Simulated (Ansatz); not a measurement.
# ZrO2: energies up the ladder, part 2 of 2

Wanted for ZrO2: energies up the ladder.

Ansatz 0.2.0, Gaussian bases.

### 11 Single point, PBE0-D4/def2-SVP

File input.yaml:

```yaml
crystal:
  periodic: [false, false, false]
  atoms:
    - { symbol: O, position_ang: [-1.03809296, 0.30652255, -1.20665055] }
    - { symbol: Zr, position_ang: [-0.09333892, -0.05922536, 0.22958212] }
    - { symbol: O, position_ang: [1.60819188, 0.05518281, -0.19560159] }
basis:
  gaussian: { orbitals: def2-SVP }
hamiltonian:
  xc: pbe0
  dispersion: d4
```

Launch:

```
$ ansatz run input.yaml --threads 4 --pin off --max-ram 10240MiB --backend cpu --events-out ev --progress --plain --runs-dir out
```

Log:

```text
Warning: RAYON_NUM_THREADS=4 ignored (pool sized by the plan → 4); use --threads N
Engine: ansatz 0.2.0, x86_64-unknown-linux-gnu
Functional definition: PBE0
  parameter a = 0.25
  parameter kappa = 0.804
  parameter beta = 0.06672455060314922
  exchange = (1 - a)*pbe_x(kappa = kappa, mu = beta*pi^2/3) + a*exact_x
  correlation = pbe_c(beta = beta)
639 factors; their error is unknown
mean field evaluation 1: about -5348.4197 eV, gradient 9.7e1 eV
mean field evaluation 2: about -5009.2199 eV, gradient 3.3e2 eV
mean field evaluation 4: about -5367.0866 eV, gradient 8.0e0 eV
mean field evaluation 8: about -5367.2498 eV, gradient 3.8e-2 eV
mean field evaluation 16: about -5367.2854 eV, gradient 3.5e-5 eV
mean field -5367.28540283 eV, -197.2441004773 hartree, gradient 3.5e-5 eV, S^2 0.000000; 0 other end points of the search recorded, 0 dependent functions left out
reference -5367.28543778 eV, -197.2441017618 hartree; 14, 14 occupied and 45, 45 virtual orbitals, 639 factors
Total energy: -5367.33363892 eV, -197.2458731207 hartree
```

Wall time 0.86 s (4 threads of AMD EPYC (Zen 3), shared host); peak memory 0.12 GiB.

### 12 Single point, PBE-D4/def2-SVP

input.yaml, as its differences from that of step 11:

```diff
@@ -9,3 +9,3 @@
 hamiltonian:
-  xc: pbe0
+  xc: pbe
   dispersion: d4
```

Launch:

```
$ ansatz run input.yaml --threads 4 --pin off --max-ram 10240MiB --backend cpu --events-out ev --progress --plain --runs-dir out
```

Log, cut to the lines that bear on the results:

```text
Warning: RAYON_NUM_THREADS=4 ignored (pool sized by the plan → 4); use --threads N
[... 6 set-up lines as earlier in the session ...]
564 factors; their error is unknown
mean field evaluation 1: about -5347.5943 eV, gradient 1.0e2 eV
mean field evaluation 2: about -4927.9607 eV, gradient 3.4e2 eV
mean field evaluation 4: about -5367.5825 eV, gradient 2.1e1 eV
mean field evaluation 8: about -5368.7645 eV, gradient 4.0e-1 eV
mean field evaluation 16: about -5368.7501 eV, gradient 1.0e-4 eV
mean field -5368.75013975 eV, -197.2979285664 hartree, gradient 1.6e-6 eV, S^2 0.000000; 0 other end points of the search recorded, 0 dependent functions left out
reference -5368.75018411 eV, -197.2979301964 hartree; 14, 14 occupied and 45, 45 virtual orbitals, 564 factors
Total energy: -5368.80790367 eV, -197.3000513512 hartree
```

Wall time 0.89 s (4 threads of AMD EPYC (Zen 3), shared host); peak memory 0.11 GiB.

### 13 The cation of multiplicity 2 at the same geometry, PBE0-D4/def2-TZVPP

input.yaml, as its differences from that of step 12:

```diff
@@ -6,6 +6,10 @@
     - { symbol: O, position_ang: [1.60819188, 0.05518281, -0.19560159] }
+magnetization:
+  spin_polarized: true
+  initial_magnetization: 1
+total_charge: 1
 basis:
-  gaussian: { orbitals: def2-SVP }
+  gaussian: { orbitals: def2-TZVPP }
 hamiltonian:
-  xc: pbe
+  xc: pbe0
   dispersion: d4
```

Launch:

```
$ ansatz run input.yaml --threads 4 --pin off --max-ram 10240MiB --backend cpu --events-out ev --progress --plain --runs-dir out
```

Log, cut to the lines that bear on the results:

```text
Warning: RAYON_NUM_THREADS=4 ignored (pool sized by the plan → 4); use --threads N
[... 7 set-up lines as earlier in the session ...]
692 factors; their error is unknown
mean field evaluation 1: about -5336.0470 eV, gradient 8.7e1 eV
mean field evaluation 2: about -4974.0620 eV, gradient 2.6e2 eV
mean field evaluation 4: about -5363.2137 eV, gradient 1.0e1 eV
mean field evaluation 8: about -5363.6716 eV, gradient 2.0e-1 eV
mean field evaluation 16: about -5363.7058 eV, gradient 1.8e-3 eV
mean field -5363.70584473 eV, -197.1125541436 hartree, gradient 5.0e-5 eV, S^2 0.795413; 2 other end points of the search recorded, 0 dependent functions left out
reference -5363.70588319 eV, -197.1125555566 hartree; 14, 13 occupied and 104, 105 virtual orbitals, 692 factors
Total energy: -5363.74593333 eV, -197.1140273723 hartree
```

Run time: 4 s. Hardware: 4 threads of AMD EPYC (Zen 3), shared host; peak memory 0.23 GiB.

### 14 The cation of multiplicity 2 at the same geometry, PBE-D4/def2-TZVPP

input.yaml, as its differences from that of step 13:

```diff
@@ -13,3 +13,3 @@
 hamiltonian:
-  xc: pbe0
+  xc: pbe
   dispersion: d4
```

Launch:

```
$ ansatz run input.yaml --threads 4 --pin off --max-ram 10240MiB --backend cpu --events-out ev --progress --plain --runs-dir out
```

Log, cut to the lines that bear on the results:

```text
Warning: RAYON_NUM_THREADS=4 ignored (pool sized by the plan → 4); use --threads N
[... 6 set-up lines as earlier in the session ...]
614 factors; their error is unknown
mean field evaluation 1: about -5331.7241 eV, gradient 9.7e1 eV
mean field evaluation 2: about -4874.5627 eV, gradient 2.7e2 eV
mean field evaluation 4: about -5361.5778 eV, gradient 3.0e1 eV
mean field evaluation 8: about -5365.1879 eV, gradient 2.2e-1 eV
mean field evaluation 16: about -5365.1860 eV, gradient 5.7e-5 eV
mean field evaluation 32: about -5364.4098 eV, gradient 9.0e-1 eV
mean field -5365.18603289 eV, -197.1669500550 hartree, gradient 5.7e-5 eV, S^2 0.763030; 7 other end points of the search recorded, 0 dependent functions left out
reference -5365.18608454 eV, -197.1669519532 hartree; 14, 13 occupied and 104, 105 virtual orbitals, 614 factors
Total energy: -5365.23406224 eV, -197.1687151011 hartree
```

Wall time 8.2 s (4 threads of AMD EPYC (Zen 3), shared host); peak memory 0.22 GiB.

### 15 The cation of multiplicity 2 at the same geometry, r2SCAN-D4/def2-TZVPP

input.yaml, as its differences from that of step 14:

```diff
@@ -13,3 +13,3 @@
 hamiltonian:
-  xc: pbe
+  xc: r2scan
   dispersion: d4
```

Launch:

```
$ ansatz run input.yaml --threads 4 --pin off --max-ram 10240MiB --backend cpu --events-out ev --progress --plain --runs-dir out
```

Log, cut to the lines that bear on the results:

```text
Warning: RAYON_NUM_THREADS=4 ignored (pool sized by the plan → 4); use --threads N
[... 7 set-up lines as earlier in the session ...]
614 factors; their error is unknown
mean field evaluation 1: about -5337.6636 eV, gradient 9.1e1 eV
mean field evaluation 2: about -4924.0264 eV, gradient 2.6e2 eV
mean field evaluation 4: about -5365.8484 eV, gradient 1.9e1 eV
mean field evaluation 8: about -5367.3938 eV, gradient 8.9e-2 eV
mean field evaluation 16: about -5367.3927 eV, gradient 8.1e-4 eV
mean field evaluation 32: about -5367.2202 eV, gradient 6.3e0 eV
mean field -5367.39272649 eV, -197.2480445489 hartree, gradient 2.9e-5 eV, S^2 0.779328; 4 other end points of the search recorded, 0 dependent functions left out
reference -5367.39274588 eV, -197.2480452617 hartree; 14, 13 occupied and 104, 105 virtual orbitals, 614 factors
Total energy: -5367.40237573 eV, -197.2483991522 hartree
```

It took 10 s on 4 threads of AMD EPYC (Zen 3), shared host; peak memory 0.28 GiB.

### 16 The cation of multiplicity 2 at the same geometry, B3LYP-D4/def2-TZVPP

input.yaml, as its differences from that of step 15:

```diff
@@ -13,3 +13,3 @@
 hamiltonian:
-  xc: r2scan
+  xc: { name: B3LYP }
   dispersion: d4
```

Launch:

```
$ ansatz run input.yaml --threads 4 --pin off --max-ram 10240MiB --backend cpu --events-out ev --progress --plain --runs-dir out
```

Log, cut to the lines that bear on the results:

```text
Warning: RAYON_NUM_THREADS=4 ignored (pool sized by the plan → 4); use --threads N
[... 7 set-up lines as earlier in the session ...]
648 factors; their error is unknown
mean field evaluation 1: about -5338.4165 eV, gradient 9.2e1 eV
mean field evaluation 2: about -4943.8250 eV, gradient 2.6e2 eV
mean field evaluation 4: about -5367.9570 eV, gradient 1.3e1 eV
mean field evaluation 8: about -5368.7357 eV, gradient 1.5e-1 eV
mean field evaluation 16: about -5368.7627 eV, gradient 1.3e-3 eV
mean field -5368.76268324 eV, -197.2983895311 hartree, gradient 2.9e-5 eV, S^2 0.784808; 2 other end points of the search recorded, 0 dependent functions left out
reference -5368.76291457 eV, -197.2983980321 hartree; 14, 13 occupied and 104, 105 virtual orbitals, 648 factors
Total energy: -5368.84264858 eV, -197.3013282032 hartree
```

Run time: 4.3 s. Hardware: 4 threads of AMD EPYC (Zen 3), shared host; peak memory 0.23 GiB.

### 17 The cation of multiplicity 2 at the same geometry, wB97M-V/def2-TZVPP

input.yaml, as its differences from that of step 16:

```diff
@@ -13,3 +13,2 @@
 hamiltonian:
-  xc: { name: B3LYP }
-  dispersion: d4
+  xc: { name: wB97M-V }
```

Launch:

```
$ ansatz run input.yaml --threads 4 --pin off --max-ram 10240MiB --backend cpu --events-out ev --progress --plain --runs-dir out
```

Log, cut to the lines that bear on the results:

```text
Warning: RAYON_NUM_THREADS=4 ignored (pool sized by the plan → 4); use --threads N
[...]
[... 1 set-up line as earlier in the session ...]
[...]
  gx(w, u) = 1 - cx + cx01*u + cx10*w
  gss(w, u) = css00 + css04*u^4 + css10*w + css20*w^2 + css43*w^4*u^3
  gos(w, u) = cos00 + cos10*w + (cos20 + cos21*u)*w^2 + (cos60 + cos61*u)*w^6
[...]
      + integral(e_c_pw_mod_opposite_spin*gos(b97_w_opposite, b97_u_opposite)) + vv10(b, c)
632 factors; their error is unknown
142 factors; integrals over basis functions are off by at most 1.8e-4 eV
[...]
mean field -5364.83739311 eV, -197.1541377793 hartree, gradient 4.0e-5 eV, S^2 0.800967; 3 other end points of the search recorded, 0 dependent functions left out
reference -5364.83745691 eV, -197.1541401239 hartree; 14, 13 occupied and 104, 105 virtual orbitals, 632 factors
Total energy: -5364.83745691 eV, -197.1541401239 hartree
```

It took 26 s on 4 threads of AMD EPYC (Zen 3), shared host; peak memory 0.47 GiB.

### 18 The cation of multiplicity 2 at the same geometry, B2PLYP/def2-TZVPP

input.yaml, as its differences from that of step 17:

```diff
@@ -13,2 +13,2 @@
 hamiltonian:
-  xc: { name: wB97M-V }
+  xc: { name: B2PLYP }
```

Launch:

```
$ ansatz run input.yaml --threads 4 --pin off --max-ram 10240MiB --backend cpu --events-out ev --progress --plain --runs-dir out
```

Log, cut to the lines that bear on the results:

```text
Warning: RAYON_NUM_THREADS=4 ignored (pool sized by the plan → 4); use --threads N
[...]
[... 1 set-up line as earlier in the session ...]
[...]
794 factors; integrals over basis functions are off by at most 5.4e-4 eV
[...]
mean field -5356.45634232 eV, -196.8461398437 hartree, gradient 5.3e-6 eV, S^2 0.864017; 6 other end points of the search recorded, 0 dependent functions left out
2 core orbitals not correlated: weight in the atoms' cores, before any rotation towards them, 1.000 or more for the frozen orbitals, at most 0.000 for the correlated occupied ones
reference -5356.45648578 eV, -196.8461451160 hartree; 12, 11 occupied and 104, 105 virtual orbitals, 794 factors
second order -26.96390224 eV of doubles, -0.00000000 eV of singles
Total energy: -5363.73673939 eV, -197.1136895012 hartree
```

It took 11 s on 4 threads of AMD EPYC (Zen 3), shared host; peak memory 0.33 GiB.

### 19 Geometries side by side

```tsv
level	O1–Zr2 (Å)	Zr2–O3 (Å)	rotational constants (MHz)	dipole (D)	highest frequency (cm⁻¹)	CPU time
PBE0-D4/def2-TZVPP	1.7576	1.7576	20074, 7812.9, 5624	7.81	960	37 s
```

Constants are for the commonest isotopes at the equilibrium geometry; times are CPU times of the relaxations.

### 20 Vertical ionisation energy

```tsv
level	vertical ionisation energy (eV)	from B2PLYP/def2-TZVPP (eV)	CPU time of both
PBE-D4/def2-TZVPP	8.975	-0.295	32 s
r2SCAN-D4/def2-TZVPP	8.911	-0.359	44 s
B3LYP-D4/def2-TZVPP	9.115	-0.155	20 s
wB97M-V/def2-TZVPP	9.163	-0.106	1.9 min
B2PLYP/def2-TZVPP	9.270	+0.000	50 s
```

### 21 Results

This closing draws on all 2 parts.

```
                                     quantity            value
                 O1–Zr2 at PBE0-D4/def2-TZVPP          1.758 Å
                 Zr2–O3 at PBE0-D4/def2-TZVPP          1.758 Å
            frequencies at PBE0-D4/def2-TZVPP  309 to 960 cm⁻¹
vertical ionisation energy, B2PLYP/def2-TZVPP         9.270 eV
```

In words: No mode is imaginary, so the geometry is a minimum. For the vertical ionisation energy, wB97M-V/def2-TZVPP comes nearest to B2PLYP/def2-TZVPP (-0.11 eV) and r2SCAN-D4/def2-TZVPP is farthest (-0.36 eV). <S²> exceeds the pure value by up to 0.11: some mean fields break spin symmetry, which blurs their results. Heavy atoms carry effective core potentials in def2 sets, and spin-orbit coupling is left out.
